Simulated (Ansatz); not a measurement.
# CH₆ClNSi, SMILES CN[SiH2]Cl: a rigid scan of one bond length

Computed with Ansatz's Python interface.

Notebook, run cell by cell (the value of a cell's last expression is shown):

**Cell 1**
```python
import ansatz as az
from ase import Atoms
import numpy as np
```

**Cell 2**
```python
atoms = Atoms(["C", "N", "Si", "Cl", "H", "H", "H", "H", "H", "H"], positions=[
    (-0.1755, 1.3278, 0.373),
    (-0.437, -0.0652, 0.4358),
    (0.4707, -1.2176, -0.3953),
    (-0.2101, -3.0586, -0.0423),
    (-0.9217, 1.8749, 1.0143),
    (-0.3944, 1.7681, -0.6535),
    (0.8153, 1.6509, 0.6802),
    (-1.3727, -0.2504, 0.2408),
    (0.41, -0.9166, -1.7873),
    (1.8985, -1.1645, 0.1373),
])
ch6clnsi = az.Crystal.molecule_from_ase(atoms)
```

**Cell 3**
```python
symbols = [site.symbol for site in ch6clnsi.cartesian_sites]
start = np.array([site.position_ang for site in ch6clnsi.cartesian_sites])
axis = (start[6] - start[0]) / np.linalg.norm(start[6] - start[0])
moving = [6]
lengths, energies = [0.956, 1.0, 1.043, 1.086, 1.13, 1.173, 1.217, 1.282], []
for length in lengths:
    xyz = start.copy()
    xyz[moving] += (length - np.linalg.norm(start[6] - start[0])) * axis
    point = az.Crystal.molecule()
    for symbol, place in zip(symbols, xyz):
        point = point.atom(symbol, place.tolist())
    calc = (
        point.calculation()
        .basis(gaussian="cc-pVDZ")
        .functional("r2scan0")
    )
    report = calc.run(threads=1).report
    energies.append(report["free_energy_ev"])
    print(f"r = {length:6.3f} A  E = {energies[-1]:.5f} eV  <S^2> = {abs(report['mean_field']['state']['spin_squared']):.3f}")
```
Output:
```text
r =  0.956 A  E = -23022.50997 eV  <S^2> = 0.000
r =  1.000 A  E = -23022.76215 eV  <S^2> = 0.000
r =  1.043 A  E = -23022.89711 eV  <S^2> = 0.000
r =  1.086 A  E = -23022.94548 eV  <S^2> = 0.000
r =  1.130 A  E = -23022.92489 eV  <S^2> = 0.000
r =  1.173 A  E = -23022.85159 eV  <S^2> = 0.000
r =  1.217 A  E = -23022.73478 eV  <S^2> = 0.000
r =  1.282 A  E = -23022.50593 eV  <S^2> = 0.000
```

**Cell 4**
```python
# quartic fit about the minimum
fit = np.polynomial.Polynomial.fit(lengths, np.array(energies) - min(energies), 4).convert()
roots = [r.real for r in fit.deriv().roots() if abs(r.imag) < 1e-9 and fit.deriv(2)(r.real) > 0]
r_e = min(roots, key=lambda r: abs(r - lengths[int(np.argmin(energies))]))
print(f"minimum of the fit at {r_e:.4f} A, force constant {fit.deriv(2)(r_e):.2f} eV/A^2")
```
Output:
```text
minimum of the fit at 1.0934 A, force constant 35.13 eV/A^2
```

Notes:
- Total energies depend on the basis set; only differences at equal settings carry meaning.
- The rest of the molecule is held rigid at a force-field or estimated start geometry, and the basis set is modest; single-reference methods fail as a bond breaks.
- The orbitals are restricted, so S² is zero by construction.
- It ran for 67 s on 1 thread of Arm Neoverse V1, with other jobs on the host, peak memory 0.27 GiB.
